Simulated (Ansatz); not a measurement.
# F4NTc ([TcNF4]2-): the cost of one run

Computed with Ansatz 0.2.0, Gaussian basis. Level: the settings change from run to run.

2 further runs of the same task are left out: 2 set aside as unsound or not needed.

## Step 1: The geometry

An earlier r2SCAN-D4/def2-SVPD relaxation fixed the geometry. Tc takes a core potential in def2 sets; no spin-orbit term is included.

6 atoms, charge -2, spin multiplicity 1.

Atoms are counted from 1 here; the program's logs count them from 0.

Bond lengths: Tc1–N2 1.620 Å, Tc1–F3 2.022 Å, Tc1–F4 2.022 Å, Tc1–F5 2.022 Å, Tc1–F6 2.022 Å. Angles: N2–Tc1–F3 108.9°, N2–Tc1–F4 108.9°, N2–Tc1–F5 108.9°, N2–Tc1–F6 108.9°, F3–Tc1–F4 84.0°, F3–Tc1–F5 142.2°, F3–Tc1–F6 84.0°, F4–Tc1–F5 84.0°, F4–Tc1–F6 142.3°, F5–Tc1–F6 84.0°.

Geometry (Å):

```
Tc    0.0003   -0.0006    0.1659
N     0.0027   -0.0069    1.7861
F     1.9121    0.0144   -0.4910
F    -0.0132    1.9147   -0.4805
F    -1.9136   -0.0105   -0.4852
F     0.0117   -1.9110   -0.4953
```

## Step 2: wB97/cc-pVTZ-DK

Options: charge -1, multiplicity 2, the search for lower states set to full.

File in.yaml:

```yaml
crystal:
  periodic: [false, false, false]
  atoms:
    - {symbol: Tc, position_ang: [0.000254, -0.000637, 0.165928]}
    - {symbol: N, position_ang: [0.002743, -0.006904, 1.786057]}
    - {symbol: F, position_ang: [1.912064, 0.014359, -0.490990]}
    - {symbol: F, position_ang: [-0.013187, 1.914746, -0.480513]}
    - {symbol: F, position_ang: [-1.913569, -0.010547, -0.485181]}
    - {symbol: F, position_ang: [0.011694, -1.911007, -0.495301]}
basis:
  gaussian: {orbitals: cc-pVTZ-DK}
total_charge: -1
magnetization: {spin_polarized: true, initial_magnetization: 1}
hamiltonian: {xc: {name: wB97}}
scf: {lower_state_search: full}
output: {forces: true}
```

Started as:

```
$ ansatz run in.yaml --threads 4 --pin off --events-out ev --progress --plain --max-ram 3916MiB
```

**Question.** How long does this run take on 4 threads of Arm Neoverse V2, shared host, and how much memory does it need?

About 71 s, with a peak of 1.1 GiB.
